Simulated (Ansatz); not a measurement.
NiMoIrPdW:

```
Ni Mo Pd Ir W
1.0
     2.76609    0.00000    0.00000
    -1.38305    2.39551    0.00000
     0.00000    0.00000   11.02278
Ni Mo Pd Ir W
1 1 1 1 1
Direct
  0.33333 0.66667 0.59711
  0.00000 0.00000 0.41074
  0.66667 0.33333 0.79520
  0.66667 0.33333 0.19961
  0.33333 0.66667 0.99734
```

The cell was built by a generator and needn't be a form met in nature.

| Quantity | Value |
| --- | --- |
| Program | Ansatz 0.2.0 |
| Task | relaxation of cell and atoms |
| Functional | revPBE |
| Potentials or basis | Ansatz PAW |
| Cutoff | 420 eV (not typed: the program's choice for these potentials) |
| k mesh | 8 × 8 × 2 |
| Occupations | fermi-dirac, width 0.05 eV |
| Spin | collinear spin, ferromagnetic start |
| Starting moments | [1.0, 1.0, 0.0, 0.6, 0.0] μB |

At the start: volume 14.61 Å³/atom.

Task: Where does the relaxation end?

Result: It ends after 5 steps and the volume is 14.81 Å³/atom (+1.4 %); space group P3m1 (No. 156, to 0.05 Å); moment 0.00 μB per cell.

The path:
```tsv
step	energy change (eV)	largest force (eV/Å)	volume (Å³)
1	0.0000	0.0715	73.04
2	-0.0100	0.0420	73.98
3	-0.0102	0.0152	74.04
4	-0.0103	0.0067	74.04
5	-0.0107	0.0067	74.04
```

Final structure:
```
Ni Mo Pd Ir W
1.0
     2.77571    0.00000    0.00000
    -1.38786    2.40384    0.00000
     0.00000    0.00000   11.09664
Ni Mo Pd Ir W
1 1 1 1 1
Direct
  0.33333 0.66667 0.59630
  0.00000 0.00000 0.40983
  0.66667 0.33333 0.79582
  0.66667 0.33333 0.19995
  0.33333 0.66667 0.99810
```

Caveat: the plane-wave basis is chosen anew once the cell has moved, so the energies of steps on either side of that aren't comparable; the PAW data sets come from PBE, with cores solved anew for the run's functional, which leaves a small shift of forces and pressure; the starting moments weren't kept.
